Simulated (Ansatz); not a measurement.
# Co (P6_3/mmc): magnetic orders compared

Which of a few magnetic orders of Co (P6_3/mmc) is lowest at one geometry?

Computed with Ansatz 0.2.0 (DFT LDA, scalar-relativistic, plane waves, PAW, unless a step's input says otherwise).

**1. The starting structure**

Symmetry: P6_3/mmc, No. 194, hexagonal system. Conventional cell: a = 2.429 Å, b = 2.429 Å, c = 3.918 Å, α = 90.00°, β = 90.00°, γ = 120.00°. Co (site symmetry -6m2) is surrounded by 12 Co at 2.41 to 2.43 Å.

Coordinates:

```
CELL_PARAMETERS angstrom
2.42947 0.00000 0.00000
-1.21473 2.10398 0.00000
0.00000 0.00000 3.91797
ATOMIC_POSITIONS crystal
Co 0.33333 0.66667 0.25000
Co 0.66667 0.33333 0.75000
```

This cell comes from an earlier session at LDA: 10.013 Å³/atom at 0.00 GPa, on a 20×20×12 mesh.

**2. Antiferromagnetic, in the cell as typed**

Contents of input.yaml:

```yaml
crystal:
  lattice:
    - [2.4294651523, 0.0, 0.0]
    - [-1.2147325761, 2.1039785395, 0.0]
    - [0.0, 0.0, 3.9179744593]
  atoms:
    - { symbol: Co, position: [0.3333333333, 0.6666666667, 0.25], spin: 1.5 }
    - { symbol: Co, position: [0.6666666667, 0.3333333333, 0.75], spin: -1.5 }
basis:
  ecutwfc: 420
  ecutrho_ratio: 4
kpoints:
  mp_grid: { grid: [20, 20, 12] }
hamiltonian:
  xc: lda
scf:
  occupations: { method: gaussian, width: 0.05 }
  lower_state_search: "off"
output:
  forces: true
  stress: true
  eigenvalues: true
  populations: true
magnetization:
  spin_polarized: true
```

On the command line:

```
$ ansatz run input.yaml --threads 1 --pin off --max-ram 2560MiB --backend cpu --events-out ev --progress --plain --runs-dir out
```

**3. Ferromagnetic, larger cell**

Contents of input.yaml:

```yaml
crystal:
  lattice:
    - [2.4294651523, 0.0, 0.0]
    - [-1.2147325761, 2.1039785395, 0.0]
    - [0.0, 0.0, 7.8359489186]
  atoms:
    - { symbol: Co, position: [0.3333333333, 0.6666666667, 0.125], spin: 1.5 }
    - { symbol: Co, position: [0.6666666667, 0.3333333333, 0.375], spin: 1.5 }
    - { symbol: Co, position: [0.3333333333, 0.6666666667, 0.625], spin: 1.5 }
    - { symbol: Co, position: [0.6666666667, 0.3333333333, 0.875], spin: 1.5 }
basis:
  ecutwfc: 420
  ecutrho_ratio: 4
kpoints:
  mp_grid: { grid: [16, 16, 6] }
hamiltonian:
  xc: lda
scf:
  occupations: { method: gaussian, width: 0.05 }
  lower_state_search: "off"
output:
  forces: true
  stress: true
  eigenvalues: true
  populations: true
magnetization:
  spin_polarized: true
```

**4. Antiferromagnetic, propagation vector (0, 0, 1/2)**

input.yaml: that of step 3 with these lines changed.

```diff
@@ -8,4 +8,4 @@
     - { symbol: Co, position: [0.6666666667, 0.3333333333, 0.375], spin: 1.5 }
-    - { symbol: Co, position: [0.3333333333, 0.6666666667, 0.625], spin: 1.5 }
-    - { symbol: Co, position: [0.6666666667, 0.3333333333, 0.875], spin: 1.5 }
+    - { symbol: Co, position: [0.3333333333, 0.6666666667, 0.625], spin: -1.5 }
+    - { symbol: Co, position: [0.6666666667, 0.3333333333, 0.875], spin: -1.5 }
 basis:
```

**5. Ferromagnetic, larger cell**

Contents of input.yaml:

```yaml
crystal:
  lattice:
    - [-2.4294651523, 0.0, 0.0]
    - [0.0, 0.0, -3.9179744593]
    - [-1.0e-10, -4.207957079, 0.0]
  atoms:
    - { symbol: Co, position: [0.0, -0.25, -0.3333333333], spin: 1.5 }
    - { symbol: Co, position: [-0.5, -0.75, -0.1666666667], spin: 1.5 }
    - { symbol: Co, position: [0.5, -0.25, 0.1666666667], spin: 1.5 }
    - { symbol: Co, position: [0.0, -0.75, 0.3333333333], spin: 1.5 }
basis:
  ecutwfc: 420
  ecutrho_ratio: 4
kpoints:
  mp_grid: { grid: [14, 10, 8] }
hamiltonian:
  xc: lda
scf:
  occupations: { method: gaussian, width: 0.05 }
  lower_state_search: "off"
output:
  forces: true
  stress: true
  eigenvalues: true
  populations: true
magnetization:
  spin_polarized: true
```

**6. Antiferromagnetic, propagation vector (0, 1/2, 0)**

input.yaml: that of step 5 with these lines changed.

```diff
@@ -7,4 +7,4 @@
     - { symbol: Co, position: [0.0, -0.25, -0.3333333333], spin: 1.5 }
-    - { symbol: Co, position: [-0.5, -0.75, -0.1666666667], spin: 1.5 }
-    - { symbol: Co, position: [0.5, -0.25, 0.1666666667], spin: 1.5 }
+    - { symbol: Co, position: [-0.5, -0.75, -0.1666666667], spin: -1.5 }
+    - { symbol: Co, position: [0.5, -0.25, 0.1666666667], spin: -1.5 }
     - { symbol: Co, position: [0.0, -0.75, 0.3333333333], spin: 1.5 }
```

**7. Antiferromagnetic, propagation vector (0, 1/2, 0)**

input.yaml: that of step 6 with these lines changed.

```diff
@@ -7,5 +7,5 @@
     - { symbol: Co, position: [0.0, -0.25, -0.3333333333], spin: 1.5 }
-    - { symbol: Co, position: [-0.5, -0.75, -0.1666666667], spin: -1.5 }
+    - { symbol: Co, position: [-0.5, -0.75, -0.1666666667], spin: 1.5 }
     - { symbol: Co, position: [0.5, -0.25, 0.1666666667], spin: -1.5 }
-    - { symbol: Co, position: [0.0, -0.75, 0.3333333333], spin: 1.5 }
+    - { symbol: Co, position: [0.0, -0.75, 0.3333333333], spin: -1.5 }
 basis:
```

**8. Ferromagnetic, larger cell**

Contents of input.yaml:

```yaml
crystal:
  lattice:
    - [-1.2147325761, 2.1039785395, 3.9179744593]
    - [1.2147325761, -2.1039785395, 3.9179744593]
    - [1.2147325762, 2.1039785395, -3.9179744593]
  atoms:
    - { symbol: Co, position: [0.4583333333, 0.125, 0.3333333333], spin: 1.5 }
    - { symbol: Co, position: [0.5416666667, 0.875, 0.6666666667], spin: 1.5 }
    - { symbol: Co, position: [0.9583333333, 0.625, 0.3333333333], spin: 1.5 }
    - { symbol: Co, position: [1.0416666667, 1.375, 0.6666666667], spin: 1.5 }
basis:
  ecutwfc: 420
  ecutrho_ratio: 4
kpoints:
  mp_grid: { grid: [16, 16, 16] }
hamiltonian:
  xc: lda
scf:
  occupations: { method: gaussian, width: 0.05 }
  lower_state_search: "off"
output:
  forces: true
  stress: true
  eigenvalues: true
  populations: true
magnetization:
  spin_polarized: true
```

**9. Antiferromagnetic, propagation vector (0, 1/2, 1/2)**

input.yaml: that of step 8 with these lines changed.

```diff
@@ -8,4 +8,4 @@
     - { symbol: Co, position: [0.5416666667, 0.875, 0.6666666667], spin: 1.5 }
-    - { symbol: Co, position: [0.9583333333, 0.625, 0.3333333333], spin: 1.5 }
-    - { symbol: Co, position: [1.0416666667, 1.375, 0.6666666667], spin: 1.5 }
+    - { symbol: Co, position: [0.9583333333, 0.625, 0.3333333333], spin: -1.5 }
+    - { symbol: Co, position: [1.0416666667, 1.375, 0.6666666667], spin: -1.5 }
 basis:
```

**10. No spin polarisation**

Contents of input.yaml:

```yaml
crystal:
  lattice:
    - [2.4294651523, 0.0, 0.0]
    - [-1.2147325761, 2.1039785395, 0.0]
    - [0.0, 0.0, 3.9179744593]
  atoms:
    - { symbol: Co, position: [0.3333333333, 0.6666666667, 0.25] }
    - { symbol: Co, position: [0.6666666667, 0.3333333333, 0.75] }
basis:
  ecutwfc: 420
  ecutrho_ratio: 4
kpoints:
  mp_grid: { grid: [20, 20, 12] }
hamiltonian:
  xc: lda
scf:
  occupations: { method: gaussian, width: 0.05 }
output:
  forces: true
  stress: true
  eigenvalues: true
```

(Steps that only read results are left out.)

What does the calculation give? Wanted: orders tried; lowest; next above it.

**Answer**, as computed:

| quantity | value |
| --- | --- |
| orders tried | 7 |
| lowest | ferromagnetic |
| largest moment there | 1.56 μB |
| next above it | antiferromagnetic, propagation vector (0, 0, 1/2), 93.6 meV/atom |

Of the orders that kept their pattern, the lowest is: ferromagnetic. The next lies 93.6 meV/atom higher. Where the order wasn't kept, moments died or turned during the run, so that row belongs to another state than the one started. Under stress at this geometry, and so lower once relaxed: antiferromagnetic, in the cell as typed (-11.8 GPa); antiferromagnetic, propagation vector (0, 0, 1/2) (-4.4 GPa); antiferromagnetic, propagation vector (0, 1/2, 0) (1) (-11.8 GPa). Only these orders were tried, at zero temperature; the one found in experiment may not be among them.
